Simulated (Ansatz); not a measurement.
# ZrTi2: squeezing one contact

One table from this session's results is given with a row withheld; the runs are named, their logs left out.

Computed with Ansatz 0.2.0 (DFT, PBEsol, PAW with Ansatz's default frozen-core files, scalar-relativistic, unless a step's input says otherwise).

## Starting point

Symmetry: P6/mmm, No. 191, hexagonal system. Conventional cell: a = 4.724 Å, b = 4.724 Å, c = 3.003 Å, α = 90.00°, β = 90.00°, γ = 120.00°. Zr (site symmetry 6/mmm) is surrounded by 2 Zr at 3.00 Å and 12 Ti at 3.11 Å. Around Ti (site symmetry -6m2) lie 5 Ti at 2.73 to 3.00 Å and 6 Zr at 3.11 Å.

Structure file:

```
CELL_PARAMETERS angstrom
4.72441 0.00000 0.00000
-2.36221 4.09146 0.00000
0.00000 0.00000 3.00345
ATOMIC_POSITIONS crystal
Zr 0.00000 0.00000 0.00000
Ti 0.66667 0.33333 0.50000
Ti 0.33333 0.66667 0.50000
```

Atoms are numbered in the order of the input: Zr1, Ti2, Ti3.

Set-up of the first run:

input.yaml reads:

```yaml
crystal:
  lattice:
    - [4.7244142807, 0.0, 0.0]
    - [-2.3622071403, 4.0914627851, 0.0]
    - [0.0, 0.0, 3.00344532]
  atoms:
    - { symbol: Zr, position: [0.0, 0.0, 0.0] }
    - { symbol: Ti, position: [0.6666666667, 0.3333333333, 0.5] }
    - { symbol: Ti, position: [0.3333333333, 0.6666666667, 0.5] }
kpoints:
  mp_grid: { grid: [7, 7, 10] }
scf:
  occupations: { method: fermi_dirac, width: 0.05 }
hamiltonian:
  xc: pbesol
  pseudopotentials: { kind: paw }
output:
  forces: true
  stress: true
  eigenvalues: true
  efg: { contact_densities: true }
  populations: true
```

Launch:

```
ansatz run input.yaml --threads 1 --pin off --max-ram 3072MiB --backend cpu --events-out ev --progress --plain --runs-dir out
```

Steps of the session up to this table: Shortest bond scaled by 1, PAW; Shortest bond scaled by 0.94, PAW; Shortest bond scaled by 0.82, PAW; Shortest bond scaled by 0.64, PAW; Shortest bond scaled by 0.58, PAW; Shortest bond scaled by 0.58, PAW (cutoff 600 eV).

One of the session's tables, all rows but one given; the rest of the session is left out.

| method | length (Å) | F from the given length (eV/cell) | force along the bond (eV/Å) | pressure (GPa) | largest force (eV/Å) |
| --- | --- | --- | --- | --- | --- |
| PAW | 1.582 | 5.140 | 22.118 | 32.49 | 22.118 |
| PAW | 1.746 | 2.758 | 9.095 | 13.97 | 9.095 |
| PAW | 2.237 | 0.505 | 2.463 | -0.89 | 2.463 |
| PAW | 2.564 | ? | ? | ? | ? |
| PAW | 2.728 | 0.000 | 0.000 | -3.91 | 0.000 |
| PAW (cutoff 600 eV) | 1.582 | – | 22.101 | 32.45 | 22.101 |

Estimate the missing values for PAW, 2.564.

**Answer.** F from the given length (eV/cell): 0.036; force along the bond (eV/Å): 0.513; pressure (GPa): -3.61; largest force (eV/Å): 0.513.

To keep in mind: Warnings in the runs' records: gradients without spin orbit.
